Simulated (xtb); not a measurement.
**CH9BN2Si (SMILES C[SiH2]B(N)N) at GFN1-xTB**

Aim: a geometry optimisation of CH9BN2Si. 

The results are computed with xtb 6.7.1 later snapshot.

1 further run of the same task is left out (set aside as unsound or not needed).

### Step 1. The molecule

CH9BN2Si has 14 atoms, charge 0, and is taken as a singlet. SMILES: `C[SiH2]B(N)N`. All atoms were displaced at random from a relaxed shape. The run starts from this shape.

Bond lengths: C1–Si2 2.043 Å, Si2–B3 1.928 Å, B3–N4 1.395 Å, B3–N5 1.388 Å, C1–H6 1.133 Å, C1–H7 1.185 Å, C1–H8 0.907 Å, Si2–H9 1.414 Å, Si2–H10 1.467 Å, N4–H11 1.100 Å, N4–H12 1.038 Å, N5–H13 1.004 Å, N5–H14 1.119 Å. Some angles: C1–Si2–B3 112.3°, Si2–B3–N4 120.2°, Si2–B3–N5 123.4°, N4–B3–N5 115.3°, C1–Si2–H9 107.0°, C1–Si2–H10 96.0°, B3–Si2–H9 122.1°, B3–Si2–H10 115.3°, Si2–C1–H6 109.6°, Si2–C1–H7 97.9°.

### Step 2. A structure relaxation at GFN1-xTB

Contents of .CHRG:

```
0
```

Contents of .UHF:

```
0
```

Contents of xcontrol:

```
$opt
   hessian=lindh-d2
$end
```

Contents of start.xyz:

```xyz
14
start
C     -1.398400     1.758940     0.395290
Si     0.391850     0.814440     0.668830
B      0.537480    -0.797470    -0.378640
N     -0.521370    -1.705500    -0.418930
N      1.732290    -1.253620    -0.917770
H     -1.421570     2.712120     1.006460
H     -2.081420     0.988280     0.981800
H     -1.668270     1.801530    -0.469920
H      0.660640     0.834290     2.057110
H      1.225450     1.933900     0.217060
H     -0.457780    -2.623250    -1.021440
H     -1.530250    -1.568720    -0.217690
H      1.928060    -2.134150    -1.358450
H      2.663320    -0.645700    -0.787860
```

Run with:

```sh
$ xtb start.xyz -I xcontrol --gfn 1 --opt normal -P 1 | tee run.log
```

What values should one expect? Wanted: total energy at the end; dipole moment; HOMO energy; LUMO energy; HOMO–LUMO gap; dispersion energy.

**Answer.** As computed:

Level: GFN1-xTB.

| quantity | value |
| --- | --- |
| total energy at the end | -16.71168 Eh |
| dipole moment | 2.97 D |
| HOMO energy | -10.77 eV |
| LUMO energy | -6.30 eV |
| HOMO–LUMO gap | 4.48 eV |
| dispersion energy | -12.30 kJ/mol |

In words: At the final geometry: Bond lengths: C1–Si2 1.908 Å, Si2–B3 1.991 Å, B3–N4 1.427 Å, B3–N5 1.426 Å, C1–H6 1.097 Å, C1–H7 1.098 Å, C1–H8 1.098 Å, Si2–H9 1.461 Å, Si2–H10 1.461 Å, N4–H11 1.004 Å, N4–H12 1.002 Å, N5–H13 1.004 Å, N5–H14 1.003 Å. Some angles: C1–Si2–B3 113.5°, Si2–B3–N4 122.2°, Si2–B3–N5 122.5°, N4–B3–N5 115.3°, C1–Si2–H9 106.0°, C1–Si2–H10 107.2°, B3–Si2–H9 113.0°, B3–Si2–H10 112.3°, Si2–C1–H6 113.1°, Si2–C1–H7 112.8°. The optimisation took 12 steps and changed the energy by -1.798 eV.
